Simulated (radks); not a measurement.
# Ga in [Ar] 3d10 4s2 4d1: an all-electron calculation

The task here is to estimate one member of a computed series from the others.

Program: radks (a radial shooting solver on a logarithmic mesh, Libxc functionals) version 1. Level of theory: scalar-relativistic Kohn-Sham, exchange-only B88, spin-unpolarised, spherical densities, point nucleus. These are calculated values, not measurements, unless marked.

## What is computed

- element: gallium (Z = 31)
- charge: 0
- electrons: 31
- configuration: [Ar] 3d10 4s2 4d1

The outer shells:

Ga
```
[Ar] core
3d [↑↓][↑↓][↑↓][↑↓][↑↓]
4s [↑↓]
4d [↑ ][  ][  ][  ][  ]
```

The first run:

Settings of this run:

```text
Z 31
configuration [Ar] 3d10 4s2 4d1
relativity scalar-relativistic
functional b88,
spin unpolarised
nucleus point
c 137.035999084
```

On the command line:

```sh
$ python run_ks.py task.json out
```

All runs below come from this command, one after another.

One of the session's tables, all rows but one given; the rest of the session is left out.

It belongs to the step «Shells». Radial moments (bohr):

```
level      <r>  outermost maximum (interpolated)  90 % within  nodes
   1s  0.04860                            0.0318       0.0868      0
   2s   0.2178                             0.182        0.337      1
   2p        ?                                 ?            ?      ?
   3s   0.6520                             0.564        0.977      2
   3p   0.6793                             0.566         1.05      1
   3d   0.8098                             0.532         1.40      0
   4s    2.243                              1.86         3.39      3
   4d    10.49                              8.69         16.5      1
```

**Question.** Estimate the row for 2p.

**Answer.** <r>: 0.1907; outermost maximum (interpolated): 0.146; 90 % within: 0.312; nodes: 0. In the column «<r>» it lies between 1s (0.04860) and 2s (0.2178).
